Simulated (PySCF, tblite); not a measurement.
**C4H9ClO3Si: geometry, infrared bands and NMR shifts**

What infrared bands and NMR shifts should C4H9ClO3Si (`CO[C@@H]1[C@H](Cl)[C@@H]1O[SiH2]O`) show?

Programs: tblite 0.8.0 and PySCF 2.14.0, with density-fitted response routines of our own. Each step states its level of theory. These are calculated values for one molecule in the gas phase, unless marked as measured. Atoms are numbered from 0 throughout.

## Step 1: Starting geometry

18 atoms, charge 0, multiplicity 1; geometry from: force field or distance geometry start.

Bonds of the start (Å): C0–O1 1.41, O1–C2 1.40, C2–C3 1.53, C3–Cl4 1.75, C3–C5 1.51, C5–O6 1.38, O6–Si7 1.72, Si7–O8 1.69, C5–C2 1.49, C0–H9 1.09, C0–H10 1.10, C0–H11 1.13, C2–H12 1.11, C3–H13 1.12, C5–H14 1.11, Si7–H15 1.50, Si7–H16 1.48, O8–H17 0.99.

## Step 2: Geometry optimisation with GFN2-xTB

Job settings and geometry (Å):

```
{"job": {"kind": "relax", "xc": "GFN2-xTB", "basis": "xTB"}, "charge": 0, "multiplicity": 1}
C      2.782100     1.122800    -0.479400
O      1.648100     0.539200    -1.072700
C      1.027800    -0.187900    -0.053900
C      0.586400    -1.568500    -0.542500
Cl     0.631800    -1.875900    -2.265600
C     -0.426400    -0.530200    -0.109700
O     -1.286700    -0.071500    -1.080200
Si    -2.843900    -0.064800    -0.353600
O     -3.301100     1.452700     0.225200
H      3.415100     0.332700    -0.080900
H      3.278600     1.826200    -1.170000
H      2.383200     1.675300     0.425800
H      1.523900    -0.119200     0.932700
H      0.864500    -2.387000     0.163500
H     -0.906000    -0.767200     0.866800
H     -2.824400    -1.029700     0.789900
H     -3.808000    -0.545100    -1.363100
H     -2.753700     2.204400    -0.108900
```

Command:

```bash
$ OMP_NUM_THREADS=1 python probes_run.py task.json out
```

This one command runs all jobs of the session in turn.

**Question.** This job is followed by: GFN2-xTB harmonic vibrations, gas phase; GIAO PBE0/pcSseg-1 NMR shielding, non-relativistic, gas phase. What will the session give for the following? strongest single infrared mode (GFN2-xTB); zero-point energy (GFN2-xTB); 13C shifts against TMS (PBE0/pcSseg-1); 1H shifts against TMS (PBE0/pcSseg-1, means over atoms taken as alike); 17O shifts against H2O (PBE0/pcSseg-1); 35Cl shifts against HCl (PBE0/pcSseg-1); 29Si shifts against TMS (PBE0/pcSseg-1).

The runs gave:

| quantity | value |
| --- | --- |
| strongest single infrared mode (GFN2-xTB) | 879 cm⁻¹, 399 km/mol |
| zero-point energy (GFN2-xTB) | 79.5 kcal/mol |
| 13C shifts against TMS (PBE0/pcSseg-1) | 60.4, 59.4, 54.0, 41.1 ppm |
| 1H shifts against TMS (PBE0/pcSseg-1, means over atoms taken as alike) | 4.96, 4.80, 3.78, 3.57, 3.33, 2.86, 2.71 ppm |
| 17O shifts against H2O (PBE0/pcSseg-1) | 48.9, 46.4, 18.6 ppm |
| 35Cl shifts against HCl (PBE0/pcSseg-1) | 20 ppm |
| 29Si shifts against TMS (PBE0/pcSseg-1) | -28.8 ppm |

Relaxing lowered the energy by 1.408 eV in 205 steps; the close pair that moved most is O6–Si7, from 1.718 to 1.641 Å. No mode is imaginary among the 48: a minimum at this level. The strongest single mode, at 879 cm⁻¹, moves mainly H17. Unscaled tight-binding wavenumbers are off by several per cent, some by more. Its intensities can rank the bands wrongly. The most deshielded carbon is C0 (methyl carbon bonded to O), at 60.4 ppm: deshielded by the electronegative neighbour. At PBE0/pcSseg-1: The widest tensor belongs to Cl4: span 251 ppm, with a paramagnetic part of -217 ppm.
